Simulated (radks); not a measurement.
**Hg inside a hard spherical wall**

One table from this session's results is given with a row withheld; the runs are named, their logs left out.

Program: radks (a radial shooting solver on a logarithmic mesh, Libxc functionals) version 1. Level of theory: scalar-relativistic Kohn-Sham, r2SCAN, spin-polarised, spherical densities, finite nucleus. These are calculated values, not measurements, unless marked.

### The system

| Property | Result |
| --- | --- |
| element | mercury (Z = 80) |
| charge | 0 |
| electrons | 80 |
| configuration | [Hg] |
| nuclear rms radius | 5.4648 fm |

Outer shells as boxes (Hund's rule):

Hg
```
[Xe] core
4f [↑↓][↑↓][↑↓][↑↓][↑↓][↑↓][↑↓]
5d [↑↓][↑↓][↑↓][↑↓][↑↓]
6s [↑↓]
```

The first run:

The run's settings:

```text
Z 80
configuration [Hg] 6p0 7s0 5f0
relativity scalar-relativistic
functional r2scan,r2scan
spin polarised
nucleus finite rms 5.4648 fm
c 137.035999084
```

Steps of the session up to this table: The free atom; Wall at 15 bohr; Wall at 12 bohr; Wall at 10 bohr; Wall at 5 bohr; Wall at 4 bohr; Wall at 3 bohr.

One of the session's tables, all rows but one given; the rest of the session is left out.

| R (bohr) | E − E(free) (eV) | ε(6p, empty) (eV) |
| --- | --- | --- |
| free | 0.000 | - |
| 15 | ? | ? |
| 12 | 0.000 | -0.577 |
| 10 | 0.001 | -0.512 |
| 5 | 1.841 | 3.276 |
| 4 | 8.575 | 9.637 |
| 3 | 48.179 | 32.068 |

**Question.** Estimate the row for R (bohr) = 15.

The run gave: E − E(free) (eV): -0.000; ε(6p, empty) (eV): -0.600.

From R = 3 bohr inwards the highest occupied level lies above zero, pushed up by confinement. Shells are not refilled when levels cross, and a hard wall is a model, not a crystal.
